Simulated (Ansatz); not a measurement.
# CH9AlOSi2: the cost of one run

Method: RKS B3LYP-D4/def2-SVP, in Ansatz 0.2.0.

### 1 The structure to begin with

Bond lengths: C1–Si2 1.801 Å, Si2–Al3 2.356 Å, Si2–O4 1.787 Å, O4–Si5 1.687 Å, C1–H6 1.122 Å, C1–H7 1.144 Å, C1–H8 1.121 Å, Si2–H9 1.430 Å, Al3–H10 1.630 Å, Al3–H11 1.588 Å, Si5–H12 1.447 Å, Si5–H13 1.523 Å, Si5–H14 1.474 Å. Angles (14 of 22 angles, heavy atoms first): C1–Si2–Al3 107.7°, C1–Si2–O4 111.1°, Al3–Si2–O4 109.6°, Si2–O4–Si5 105.5°, C1–Si2–H9 110.8°, Al3–Si2–H9 107.6°, O4–Si2–H9 109.8°, Si2–C1–H6 113.4°, Si2–C1–H7 111.5°, Si2–C1–H8 111.9°, Si2–Al3–H10 119.1°, Si2–Al3–H11 121.3°, O4–Si5–H12 110.4°, O4–Si5–H13 111.2°.

As a file:

```xyz
14

C    -1.5601    0.6334   -0.2881
Si   -0.1501   -0.4597   -0.0446
Al   -0.8523   -2.2380    1.3317
O     1.2069    0.4025    0.7347
Si    2.0135    1.1977   -0.5159
H    -2.4484    0.1194   -0.7427
H    -1.2996    1.5046   -0.9824
H    -1.8843    1.1183    0.6696
H     0.2805   -1.0186   -1.2888
H     0.2268   -3.3798    1.7644
H    -2.3295   -2.2991    1.9114
H     2.5991    0.2401   -1.4283
H     1.0937    2.1828   -1.2248
H     3.0909    1.9673    0.1327
```

### 2 End point A

Input file input.yaml:

```yaml
crystal:
  periodic: [false, false, false]
  atoms:
    - { symbol: C, position_ang: [-1.5601, 0.6334, -0.2881] }
    - { symbol: Si, position_ang: [-0.1501, -0.4597, -0.0446] }
    - { symbol: Al, position_ang: [-0.8523, -2.238, 1.3317] }
    - { symbol: O, position_ang: [1.2069, 0.4025, 0.7347] }
    - { symbol: Si, position_ang: [2.0135, 1.1977, -0.5159] }
    - { symbol: H, position_ang: [-2.4484, 0.1194, -0.7427] }
    - { symbol: H, position_ang: [-1.2996, 1.5046, -0.9824] }
    - { symbol: H, position_ang: [-1.8843, 1.1183, 0.6696] }
    - { symbol: H, position_ang: [0.2805, -1.0186, -1.2888] }
    - { symbol: H, position_ang: [0.2268, -3.3798, 1.7644] }
    - { symbol: H, position_ang: [-2.3295, -2.2991, 1.9114] }
    - { symbol: H, position_ang: [2.5991, 0.2401, -1.4283] }
    - { symbol: H, position_ang: [1.0937, 2.1828, -1.2248] }
    - { symbol: H, position_ang: [3.0909, 1.9673, 0.1327] }
basis:
  gaussian: { orbitals: def2-SVP }
hamiltonian:
  xc: b3lyp
  dispersion: d4
relax:
  f_tol: 0.02
  max_steps: 50
```

Run with:

```bash
$ ansatz run input.yaml --threads 2 --pin off --max-ram 3072MiB --backend cpu --events-out ev --progress --plain --runs-dir out
```

What time and memory should one allow on 2 threads of Arm Neoverse V1, shared host?

About 73 s, with a peak of 0.31 GiB.
